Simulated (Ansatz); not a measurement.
# BGeNH (doublet): the correlation ladder at a displaced geometry (v1), cc-pVDZ

The task here is to estimate one member of a computed series from the others.

The runs use Ansatz 0.2.0, Gaussian basis; cc-pVDZ, core rule «outside noble gas», up to 16 orbitals frozen.

Plan: UHF; CCSD(T) on ROHF; CCSD(T) on UHF; BCCD(T) on ROHF; CISD; CCSDT(Q) on ROHF; CCSDT(Q) on UHF; CASSCF and MRCISD+Q, 9 electrons in 9 orbitals; CASSCF and NEVPT2, 9 electrons in 9 orbitals.

18 further runs of the same task are left out: 7 that didn't finish, 11 set aside as unsound or not needed.

### The geometry

The geometry is a PBE0/def2-TZVP stationary point (not a proven minimum) with its atoms shifted at random (size 0.040 Å). No spin-orbit coupling is included. The filled d shell of Ge may be among the frozen orbitals whatever the setting's name suggests; the logs give the count.

4 atoms, charge 0, spin multiplicity 2.

Atoms are counted from 1 here; the program's logs count them from 0.

Bond lengths: Ge1–B2 2.042 Å, Ge1–H4 1.569 Å, B2–N3 1.358 Å. Angles: B2–Ge1–H4 88.9°, Ge1–B2–N3 177.9°.

The first run:

in.yaml

```yaml
crystal:
  periodic: [false, false, false]
  atoms:
    - {symbol: Ge, position_ang: [-0.006043, -0.034543, 0.707392]}
    - {symbol: B, position_ang: [-0.006876, 0.023237, -1.334149]}
    - {symbol: N, position_ang: [0.041088, 0.050843, -2.690759]}
    - {symbol: H, position_ang: [-0.061689, 1.533662, 0.721431]}
basis:
  gaussian: {orbitals: cc-pVDZ}
magnetization: {spin_polarized: true, initial_magnetization: 1}
hamiltonian: {xc: hf}
output: {orbitals: {seedname: orbitals}}
```

Launch:

```bash
ansatz run in.yaml --threads 1 --pin off --events-out ev --progress --plain --max-ram 2393MiB
```

Steps of the session up to this table: UHF; CCSD(T) on ROHF; CCSD(T) on UHF; BCCD(T) on ROHF; CISD; CCSDT(Q) on ROHF; CCSDT(Q) on UHF; CASSCF and MRCISD+Q, 9 electrons in 9 orbitals; CASSCF and NEVPT2, 9 electrons in 9 orbitals.

One table of the session follows, with a row left open; its other results are not shown here.

It belongs to the step «Misses and costs». 

| method | from RCCSDT(Q) (kcal/mol) |
| --- | --- |
| ROHF | +209.07 |
| UHF | +202.42 |
| RMP2 | +35.32 |
| UMP2 | +46.77 |
| CISD | +32.28 |
| RCCSD | +10.60 |
| UCCSD | +10.64 |
| RCCSD(T) | ? |
| UCCSD(T) | +2.83 |
| BCCD(T) | +2.33 |
| RCCSDT | +0.89 |
| UCCSDT | +0.88 |
| RCCSDT(Q) | 0 |
| UCCSDT(Q) | -0.15 |

Estimate the missing values for RCCSD(T).

The run gave: from RCCSDT(Q) (kcal/mol): +2.35. In the column «from RCCSDT(Q) (kcal/mol)» it lies between BCCD(T) (+2.33) and UCCSD(T) (+2.83).

Not comparable, so not listed: CASSCF and MRCISD+Q, 9 electrons in 9 orbitals (they don't share determinant, frozen orbitals or solution with the rows shown, or repeat one).

Caveats from the session: Left out of the table: CASSCF frontier, NEVPT2 frontier (the active space lost an orbital or holds another state than full CI finds). Restricted and unrestricted rows rest on different reference determinants; where their highest levels disagree by more than a few hundredths of an eV, they describe different states and don't form one ladder. Warnings in the runs' records: passed over end.
